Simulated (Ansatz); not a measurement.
# HOSeSi− (SMILES O=[Si-][SeH]): functionals against CCSD(T) at one geometry

A test off equilibrium: a structure displaced at random from a GFN2-xTB minimum is computed at several levels, and each is set against CCSD(T).

The runs use Ansatz 0.2.0, Gaussian basis; single points in def2-TZVPPD.

Cores are frozen in the correlated methods. Filled d shells of the heavier atoms are correlated.

**1. Where the work starts**

4 atoms, charge -1, spin multiplicity 1.

Atoms are counted from 1 here; the program's logs count them from 0.

Bond lengths: O1–Si2 1.524 Å, Se3–H4 1.356 Å.

As a file:

```xyz
4

O    -1.0955    0.6714    1.2574
Si   -1.3898   -0.4407    0.2579
Se    1.0984   -0.6098   -1.1980
H     1.3551    0.3879   -0.3159
```

**2. CCSD(T)/def2-TZVPPD**

The input, run/in.yaml:

```yaml
crystal:
  periodic: [false, false, false]
  atoms:
    - {symbol: O, position_ang: [-1.095500, 0.671400, 1.257400]}
    - {symbol: Si, position_ang: [-1.389800, -0.440700, 0.257900]}
    - {symbol: Se, position_ang: [1.098400, -0.609800, -1.198000]}
    - {symbol: H, position_ang: [1.355100, 0.387900, -0.315900]}
basis:
  gaussian: {orbitals: "def2-TZVPPD.json"}
total_charge: -1
correlation: {method: ccsd_t}
output: {forces: true}
```

The basis file named in the input lies beside it (Basis Set Exchange, JSON).

The command line of these runs was not kept.

**3. PBE0-D4/def2-TZVPPD**

Changes to run/in.yaml since step 2:

```diff
@@ -10,3 +10,3 @@
 total_charge: -1
-correlation: {method: ccsd_t}
-output: {forces: true}
+hamiltonian: {xc: pbe0, dispersion: d4}
+output: {forces: true, orbitals: {seedname: orbitals}}
```

**4. wB97M-V/def2-TZVPPD**

Changes to run/in.yaml since step 3:

```diff
@@ -10,3 +10,3 @@
 total_charge: -1
-hamiltonian: {xc: pbe0, dispersion: d4}
-output: {forces: true, orbitals: {seedname: orbitals}}
+hamiltonian: {xc: {name: wB97M-V}}
+output: {forces: true}
```

**5. r2SCAN-D4/def2-TZVPPD**

Changes to run/in.yaml since step 4:

```diff
@@ -10,3 +10,3 @@
 total_charge: -1
-hamiltonian: {xc: {name: wB97M-V}}
+hamiltonian: {xc: r2scan, dispersion: d4}
 output: {forces: true}
```

**6. PBE-D4/def2-TZVPPD**

Changes to run/in.yaml since step 5:

```diff
@@ -10,3 +10,3 @@
 total_charge: -1
-hamiltonian: {xc: r2scan, dispersion: d4}
+hamiltonian: {xc: pbe, dispersion: d4}
 output: {forces: true}
```

**7. SPW92/def2-TZVPPD**

Changes to run/in.yaml since step 6:

```diff
@@ -10,3 +10,3 @@
 total_charge: -1
-hamiltonian: {xc: pbe, dispersion: d4}
+hamiltonian: {xc: lda}
 output: {forces: true}
```

**8. B97M-V/def2-TZVPPD**

Changes to run/in.yaml since step 7:

```diff
@@ -10,3 +10,3 @@
 total_charge: -1
-hamiltonian: {xc: lda}
+hamiltonian: {xc: {name: B97M-V}}
 output: {forces: true}
```

(Steps that only read results are left out.)

What does the calculation give? Wanted: RMS force component; RMS force error; HOMO and LUMO, PBE0-D4; T1 diagnostic.

**Answer**, as computed:

| quantity | value |
| --- | --- |
| RMS force component | 1.294 to 1.588 eV/Å over the methods |
| RMS force error | PBE0-D4 0.238, wB97M-V 0.275, r2SCAN-D4 0.091, PBE-D4 0.250, SPW92 0.147, B97M-V 0.255 eV/Å |
| HOMO and LUMO, PBE0-D4 | -1.37 and 2.99 eV |
| T1 diagnostic | 0.016 |

**Reading.** On forces the order runs from r2SCAN-D4 to wB97M-V. Frozen-core CCSD(T) forces in triple zeta carry basis errors of their own, and this is one geometry, so small gaps rank nothing.
